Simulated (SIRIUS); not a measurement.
Write the native input for SIRIUS 7.12.0 that does the following.

| Property | Result |
| --- | --- |
| Task | single point |
| Functional | PBE |
| Potentials or basis | all-electron FP-LAPW |
| Cutoff | 206 eV |
| Basis | apw+lo standard |
| k mesh | 10 × 10 × 10 |
| Occupations | fermi-dirac, width 0.05 eV |
| Spin | no spin polarisation |
| Muffin tin radii | B 1.67, Hf 2.53 bohr |
| Basis cutoff (gk_cutoff) | 3.89 1/bohr |
| Cutoff of density and potential (pw_cutoff) | 20 1/bohr |
| lmax of the basis | 11 |
| lmax of density and potential | 8 |
| Valence relativity | iora |
| Core states | B 1s, Hf 1s2s2p3s3p3d4s4p4d |
| Local orbitals (radial functions) | B 10, Hf 17 |
| Reference energy of the basis | 0.37 Ha |
| Smallest sphere radius times basis cutoff | 6.5 |
| Start of the SCF | LDA density |

Crystal: HfB.

```
CELL_PARAMETERS angstrom
0.00000 2.31000 2.31000
2.31000 0.00000 2.31000
2.31000 2.31000 0.00000
ATOMIC_POSITIONS crystal
Hf 0.50000 0.50000 0.50000
B 0.00000 0.00000 0.00000
```

One way to write it, as run:

sirius.json

```json
{
  "control": {
    "processing_unit": "cpu",
    "std_evp_solver_name": "lapack",
    "gen_evp_solver_name": "lapack",
    "verbosity": 2,
    "print_forces": true,
    "ortho_rf": true,
    "use_second_variation": true,
    "rmt_max": 3.0,
    "num_bands_to_print": 24,
    "save_wf": true
  },
  "parameters": {
    "electronic_structure_method": "full_potential_lapwlo",
    "xc_functionals": ["XC_GGA_X_PBE", "XC_GGA_C_PBE"],
    "core_relativity": "dirac",
    "valence_relativity": "iora",
    "num_fv_states": 24,
    "smearing": "fermi_dirac",
    "smearing_width": 0.0018374661,
    "pw_cutoff": 20,
    "gk_cutoff": 3.89,
    "lmax_apw": 11,
    "lmax_rho": 8,
    "lmax_pot": 8,
    "num_mag_dims": 0,
    "auto_rmt": 0,
    "ngridk": [10, 10, 10],
    "shiftk": [0, 0, 0],
    "num_dft_iter": 80,
    "energy_tol": 1e-07,
    "density_tol": 1e-05,
    "use_symmetry": true
  },
  "settings": {"tol_ne": 1e-10},
  "iterative_solver": {"type": "exact"},
  "mixer": {"type": "anderson", "beta": 0.5, "max_history": 8},
  "unit_cell": {
    "lattice_vectors": [[0.0, 4.3652673479, 4.3652673479], [4.3652673479, 0.0, 4.3652673479], [4.3652673479, 4.3652673479, 0.0]],
    "atom_types": ["B", "Hf"],
    "atom_files": {"B": "B.json", "Hf": "Hf.json"},
    "atoms": {"B": [[0.0, 0.0, 0.0]], "Hf": [[0.5, 0.5, 0.5]]}
  }
}
```

B.json

```json
{
  "name": "boron",
  "symbol": "B",
  "number": 5,
  "mass": 10.811,
  "rmin": 1e-06,
  "rmt": 1.67,
  "nrmt": 800,
  "rinf": 17.81,
  "core": "1s",
  "valence": [
    {"basis": [{"enu": 0.17, "dme": 0, "n": 0, "auto": 0}, {"enu": 0.17, "dme": 1, "n": 0, "auto": 0}]},
    {"l": 0, "n": 1, "basis": [{"enu": 0.2159, "dme": 0, "n": 0, "auto": 0}]},
    {"l": 1, "n": 2, "basis": [{"enu": 0.27, "dme": 0, "n": 0, "auto": 0}]},
    {"l": 2, "n": 3, "basis": [{"enu": 0.27, "dme": 0, "n": 0, "auto": 0}]},
    {"l": 3, "n": 4, "basis": [{"enu": 0.27, "dme": 0, "n": 0, "auto": 0}]}
  ],
  "lo": [
    {
      "l": 0,
      "basis": [{"enu": 0.2159, "dme": 0, "n": 0, "auto": 0}, {"enu": 0.2159, "dme": 1, "n": 0, "auto": 0}]
    },
    {
      "l": 0,
      "basis": [{"enu": 0.2159, "dme": 1, "n": 0, "auto": 0}, {"enu": 0.2159, "dme": 2, "n": 0, "auto": 0}]
    },
    {
      "l": 0,
      "basis": [{"enu": 0.2159, "dme": 0, "n": 0, "auto": 0}, {"enu": 4.5187, "dme": 0, "n": 0, "auto": 0}]
    },
    {"l": 1, "basis": [{"enu": 0.27, "dme": 0, "n": 0, "auto": 0}, {"enu": 0.27, "dme": 1, "n": 0, "auto": 0}]},
    {"l": 1, "basis": [{"enu": 0.27, "dme": 1, "n": 0, "auto": 0}, {"enu": 0.27, "dme": 2, "n": 0, "auto": 0}]},
    {"l": 1, "basis": [{"enu": 0.27, "dme": 0, "n": 0, "auto": 0}, {"enu": 5.2182, "dme": 0, "n": 0, "auto": 0}]},
    {"l": 2, "basis": [{"enu": 0.27, "dme": 0, "n": 0, "auto": 0}, {"enu": 0.27, "dme": 1, "n": 0, "auto": 0}]},
    {"l": 2, "basis": [{"enu": 0.27, "dme": 1, "n": 0, "auto": 0}, {"enu": 0.27, "dme": 2, "n": 0, "auto": 0}]},
    {"l": 2, "basis": [{"enu": 0.27, "dme": 0, "n": 0, "auto": 0}, {"enu": 5.8636, "dme": 0, "n": 0, "auto": 0}]},
    {"l": 3, "basis": [{"enu": 0.27, "dme": 0, "n": 0, "auto": 0}, {"enu": 0.27, "dme": 1, "n": 0, "auto": 0}]}
  ],
  "free_atom": [... radial grid and density of the free atom, the start of the SCF ...]
}
```

Hf.json

```json
{
  "name": "hafnium",
  "symbol": "Hf",
  "number": 72,
  "mass": 178.49,
  "rmin": 1e-06,
  "rmt": 2.53,
  "nrmt": 800,
  "rinf": 17.22,
  "core": "1s2s2p3s3p3d4s4p4d",
  "valence": [
    {"basis": [{"enu": 0.17, "dme": 0, "n": 0, "auto": 0}, {"enu": 0.17, "dme": 1, "n": 0, "auto": 0}]},
    {"l": 0, "n": 1, "basis": [{"enu": 0.27, "dme": 0, "n": 0, "auto": 0}]},
    {"l": 1, "n": 2, "basis": [{"enu": 0.27, "dme": 0, "n": 0, "auto": 0}]},
    {"l": 2, "n": 3, "basis": [{"enu": 0.27, "dme": 0, "n": 0, "auto": 0}]},
    {"l": 3, "n": 4, "basis": [{"enu": 0.27, "dme": 0, "n": 0, "auto": 0}]},
    {"l": 4, "n": 5, "basis": [{"enu": 0.27, "dme": 0, "n": 0, "auto": 0}]}
  ],
  "lo": [
    {"l": 0, "basis": [{"enu": 0.27, "dme": 0, "n": 0, "auto": 0}, {"enu": 0.27, "dme": 1, "n": 0, "auto": 0}]},
    {
      "l": 0,
      "basis": [{"enu": -2.0807, "dme": 0, "n": 5, "auto": 1}, {"enu": -2.0807, "dme": 1, "n": 5, "auto": 1}]
    },
    {
      "l": 0,
      "basis": [{"enu": -2.0807, "dme": 1, "n": 5, "auto": 1}, {"enu": 0.27, "dme": 0, "n": 0, "auto": 0}]
    },
    {"l": 0, "basis": [{"enu": 0.27, "dme": 0, "n": 0, "auto": 0}, {"enu": 2.7696, "dme": 0, "n": 0, "auto": 0}]},
    {"l": 1, "basis": [{"enu": 0.27, "dme": 0, "n": 0, "auto": 0}, {"enu": 0.27, "dme": 1, "n": 0, "auto": 0}]},
    {
      "l": 1,
      "basis": [{"enu": -0.933, "dme": 0, "n": 5, "auto": 1}, {"enu": -0.933, "dme": 1, "n": 5, "auto": 1}]
    },
    {"l": 1, "basis": [{"enu": -0.933, "dme": 1, "n": 5, "auto": 1}, {"enu": 0.27, "dme": 0, "n": 0, "auto": 0}]},
    {"l": 1, "basis": [{"enu": 0.27, "dme": 0, "n": 0, "auto": 0}, {"enu": 3.1446, "dme": 0, "n": 0, "auto": 0}]},
    {"l": 2, "basis": [{"enu": 0.27, "dme": 0, "n": 0, "auto": 0}, {"enu": 0.27, "dme": 1, "n": 0, "auto": 0}]},
    {"l": 2, "basis": [{"enu": 0.27, "dme": 1, "n": 0, "auto": 0}, {"enu": 0.27, "dme": 2, "n": 0, "auto": 0}]},
    {"l": 2, "basis": [{"enu": 0.27, "dme": 0, "n": 0, "auto": 0}, {"enu": 2.7072, "dme": 0, "n": 0, "auto": 0}]},
    {"l": 3, "basis": [{"enu": 0.27, "dme": 0, "n": 0, "auto": 0}, {"enu": 0.27, "dme": 1, "n": 0, "auto": 0}]},
    {
      "l": 3,
      "basis": [{"enu": -0.2573, "dme": 0, "n": 4, "auto": 1}, {"enu": -0.2573, "dme": 1, "n": 4, "auto": 1}]
    },
    {
      "l": 3,
      "basis": [{"enu": -0.2573, "dme": 1, "n": 4, "auto": 1}, {"enu": 0.27, "dme": 0, "n": 0, "auto": 0}]
    },
    {"l": 3, "basis": [{"enu": 0.27, "dme": 0, "n": 0, "auto": 0}, {"enu": 3.8945, "dme": 0, "n": 0, "auto": 0}]},
    {"l": 4, "basis": [{"enu": 0.27, "dme": 0, "n": 0, "auto": 0}, {"enu": 0.27, "dme": 1, "n": 0, "auto": 0}]},
    {"l": 4, "basis": [{"enu": 0.27, "dme": 0, "n": 0, "auto": 0}, {"enu": 3.2696, "dme": 0, "n": 0, "auto": 0}]}
  ],
  "free_atom": [... radial grid and density of the free atom, the start of the SCF ...]
}
```

sirius_start.json

```json
{
  "control": {
    "processing_unit": "cpu",
    "std_evp_solver_name": "lapack",
    "gen_evp_solver_name": "lapack",
    "verbosity": 1,
    "print_forces": false,
    "ortho_rf": true,
    "use_second_variation": true,
    "rmt_max": 3.0,
    "num_bands_to_print": 24,
    "save_wf": false
  },
  "parameters": {
    "electronic_structure_method": "full_potential_lapwlo",
    "xc_functionals": ["XC_LDA_X", "XC_LDA_C_PW"],
    "core_relativity": "dirac",
    "valence_relativity": "iora",
    "num_fv_states": 24,
    "smearing": "fermi_dirac",
    "smearing_width": 0.0055123983,
    "pw_cutoff": 20,
    "gk_cutoff": 3.11,
    "lmax_apw": 11,
    "lmax_rho": 8,
    "lmax_pot": 8,
    "num_mag_dims": 0,
    "auto_rmt": 0,
    "ngridk": [4, 4, 4],
    "shiftk": [0, 0, 0],
    "num_dft_iter": 30,
    "energy_tol": 0.01,
    "density_tol": 0.05,
    "use_symmetry": true
  },
  "settings": {"tol_ne": 1e-10},
  "iterative_solver": {"type": "exact"},
  "mixer": {"type": "anderson", "beta": 0.5, "max_history": 8},
  "unit_cell": {
    "lattice_vectors": [[0.0, 4.3652673479, 4.3652673479], [4.3652673479, 0.0, 4.3652673479], [4.3652673479, 4.3652673479, 0.0]],
    "atom_types": ["B", "Hf"],
    "atom_files": {"B": "B.json", "Hf": "Hf.json"},
    "atoms": {"B": [[0.0, 0.0, 0.0]], "Hf": [[0.5, 0.5, 0.5]]}
  }
}
```

Potentials or basis: all-electron FP-LAPW, apw+lo standard.

Run with:

```console
$ OMP_NUM_THREADS=1 sirius.scf --input=sirius_start.json --output=start.json
$ OMP_NUM_THREADS=1 sirius.scf --input=sirius.json --output=output.json --task=1
```

Results of the run:

| Property | Result |
| --- | --- |
| Band gap on the k mesh | none (metal or under the smearing width) |
| All electrons inside the program's atomic spheres | Hf 70.11; B 3.75 (radii B 1.67, Hf 2.53 bohr) |

It took 70 s on 1 thread of Arm Neoverse V1, with other jobs on the host, peak memory 0.46 GiB.
